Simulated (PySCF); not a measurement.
**Ways to converge the SCF of KZn**

The same problem is solved with other solver options, one edit a run.

Method: each script names its method and basis; program: PySCF 2.14.0.

6 further runs of the same task are left out: 6 that didn't finish.

## Step 1: The starting structure

KZn: 2 atoms, charge 0, spin multiplicity 2.

Bond lengths: K1–Zn2 3.135 Å.

## Step 2: Base script

File input.py:

```python
from pyscf import gto, scf, mp

mol = gto.M(
    atom='K 0 0 0; Zn 0 0 3.135',
    basis='sbkjc',
    ecp={'K': 'sbkjc', 'Zn': 'sbkjc'},
    charge=0,
    spin=1,
    verbose=4,
)
mf = scf.UHF(mol)
mf.kernel()
mp.MP2(mf).kernel()
mf.dip_moment()
print('orbital energies (hartree):', [e[max(0, n-3):n+3].round(4) for e, n in zip(mf.mo_energy, mol.nelec)])
```

Launch:

```
$ OMP_NUM_THREADS=1 python input.py
```

Its log is not repeated here.

In short: E(SCF) = -225.051903 Eh, E(MP2) − E(SCF) = -0.42616 Eh, ⟨S²⟩ = 0.761, μ = 5.09 D (of the SCF density).

The bond length is a typed value, not an optimised one.

## Step 3: Smearing width 0.01 hartree

Run 1 changes smearing width: none → 0.01 hartree; step after the SCF: mp2 → none.

File input.py:

```python
from pyscf import gto, scf

mol = gto.M(
    atom='K 0 0 0; Zn 0 0 3.135',
    basis='sbkjc',
    ecp={'K': 'sbkjc', 'Zn': 'sbkjc'},
    charge=0,
    spin=1,
    verbose=4,
)
mf = scf.UHF(mol)
mf = scf.addons.smearing_(mf, sigma=0.01, method='fermi')
mf.kernel()
mf.dip_moment()
print('orbital energies (hartree):', [e[max(0, n-3):n+3].round(4) for e, n in zip(mf.mo_energy, mol.nelec)])
```

Launch:

```
$ OMP_NUM_THREADS=1 python input.py
```

## Step 4: Cycle limit 200

Run 2 changes cycle limit: 50 → 200.

Edit input.py of step 2 so:

```diff
@@ -11,2 +11,3 @@
 mf = scf.UHF(mol)
+mf.max_cycle = 200
 mf.kernel()
```

What does the calculation give? Wanted: for each run, E(SCF); from base; gap, α spin; SCF dipole; after the SCF.

As calculated:

| run | E(SCF) (hartree) | from base (eV) | cycles | gap, α spin (eV) | SCF dipole (D) | after the SCF |
| --- | --- | --- | --- | --- | --- | --- |
| base | -225.051903 | 0 | 18 | 2.41 | 5.09 | MP2 correlation -11.596 eV |
| smearing width 0.01 hartree | -225.040018 | not comparable | 15 | n/a | 2.86 | n/a |
| cycle limit 200 | -225.051903 | 0.0000 | 18 | 2.41 | 5.09 | MP2 correlation -11.596 eV |

Distance from each run's final energy (log10 hartree) by cycle:

| run | cycle 1 | cycle 2 | cycle 3 | cycle 5 | cycle 8 | cycle 12 |
| --- | --- | --- | --- | --- | --- | --- |
| base | 1.8 | 1.3 | 0.3 | -1.3 | -2.6 | -4.3 |
| smearing width 0.01 hartree | 1.8 | 1.3 | 0.2 | -1.2 | -4.5 | -8.2 |
| cycle limit 200 | 1.8 | 1.3 | 0.3 | -1.3 | -2.6 | -4.3 |

No change of the SCF energy comes from cycle limit 200.
